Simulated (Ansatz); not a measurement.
# LiHF2: how the settings move a relaxation

How sensitive is a relaxation of LiHF2 to its settings? A reference run comes first, then two runs with altered input.

Method: reference: DFT, PBEsol, PAW with Ansatz's default frozen-core files, scalar-relativistic; relaxation of cell and atoms, in Ansatz 0.2.0.

## 1. Starting point

It takes space group R-3m (No. 166, trigonal). The conventional cell has a = 2.934 Å, b = 2.934 Å, c = 13.100 Å, α = 90.00°, β = 90.00°, γ = 120.00°. Li (site symmetry -3m) is surrounded by 6 F at 1.99 Å. Around H (site symmetry -3m) lie 2 F at 1.14 Å. Around F (site symmetry 3m) lie 1 H at 1.14 Å.

Coordinates:

```
Li H F
1.0
     1.46698    0.84696    4.36669
    -1.46698    0.84696    4.36669
     0.00000   -1.69393    4.36669
Li H F
1 1 2
Direct
  0.00000 0.00000 0.00000
  0.50000 0.50000 0.50000
  0.41330 0.41330 0.41330
  0.58670 0.58670 0.58670
```

## 2. The reference run

Input file input.yaml:

```yaml
crystal:
  lattice:
    - [1.46698358741, 0.84696336909, 4.3666887241]
    - [-1.46698358741, 0.84696336909, 4.3666887241]
    - [0.0, -1.69392673818, 4.3666887241]
  atoms:
    - { symbol: Li, position: [0.0, 0.0, 0.0] }
    - { symbol: H, position: [0.5, 0.5, 0.5] }
    - { symbol: F, position: [0.41330188, 0.41330188, 0.41330188] }
    - { symbol: F, position: [0.58669812, 0.58669812, 0.58669812] }
kpoints:
  mp_grid: { grid: [14, 14, 14] }
scf:
  occupations: { method: fermi_dirac, width: 0.1 }
hamiltonian:
  xc: pbesol
  pseudopotentials: { kind: paw }
relax:
  f_tol: 0.002
  max_steps: 80
  cell: {}
output:
  forces: true
  stress: true
  write_density: true
  write_potential: true
  elf: true
  volumetric_format: npy
```

Run with:

```console
> ansatz run input.yaml --threads 2 --pin off --max-ram 6144MiB --backend cpu --events-out ev --progress --plain --runs-dir out
```

## 3. A run with other settings

Edit input.yaml of step 2 so:

```diff
@@ -11,5 +11,6 @@
 kpoints:
-  mp_grid: { grid: [14, 14, 14] }
+  mp_grid: { grid: [10, 10, 10] }
 scf:
-  occupations: { method: fermi_dirac, width: 0.1 }
+  occupations: { method: fixed }
+  n_extra_bands: 4
 hamiltonian:
@@ -24,5 +25 @@
   stress: true
-  write_density: true
-  write_potential: true
-  elf: true
-  volumetric_format: npy
```

## 5. A run with other settings

Edit input.yaml of step 2 so:

```diff
@@ -11,5 +11,6 @@
 kpoints:
-  mp_grid: { grid: [14, 14, 14] }
+  mp_grid: { grid: [10, 10, 10] }
 scf:
-  occupations: { method: fermi_dirac, width: 0.1 }
+  occupations: { method: fixed }
+  n_extra_bands: 32
 hamiltonian:
@@ -24,5 +25 @@
   stress: true
-  write_density: true
-  write_potential: true
-  elf: true
-  volumetric_format: npy
```

(Steps that only read results are left out.)

Before running it: what results should come out? Wanted: for each run, ending; energy change; pressure; gap; force.

As calculated:

| run | ending | energy change | pressure (GPa) | gap (eV) | force (eV/Å) | cycles | time |
| --- | --- | --- | --- | --- | --- | --- | --- |
| reference | converged | 0 | 0.0 | 8.12 | 0.00 | 47 | 41 s |
| 1: mp_grid.grid [10, 10, 10], occupations.method fixed, n_extra_bands 4 | converged | 0.0 meV/atom (σ→0) | 0.0 | 8.12 | 0.00 | 46 | 14 s |
| 2: mp_grid.grid [10, 10, 10], occupations.method fixed, n_extra_bands 32 | converged | 0.0 meV/atom (σ→0) | 0.0 | 8.12 | 0.00 | 46 | 18 s |

Times don't compare one to one where runs were asked for different outputs or read a saved state (see the inputs); cycles may leave out searches for a lower state.

What this shows: Of the converged runs whose energies compare with the reference's, none moves it noticeably.

The gaps are Kohn-Sham values of a semilocal functional, not quasiparticle or optical gaps. Such gaps usually fall short of the measured ones.
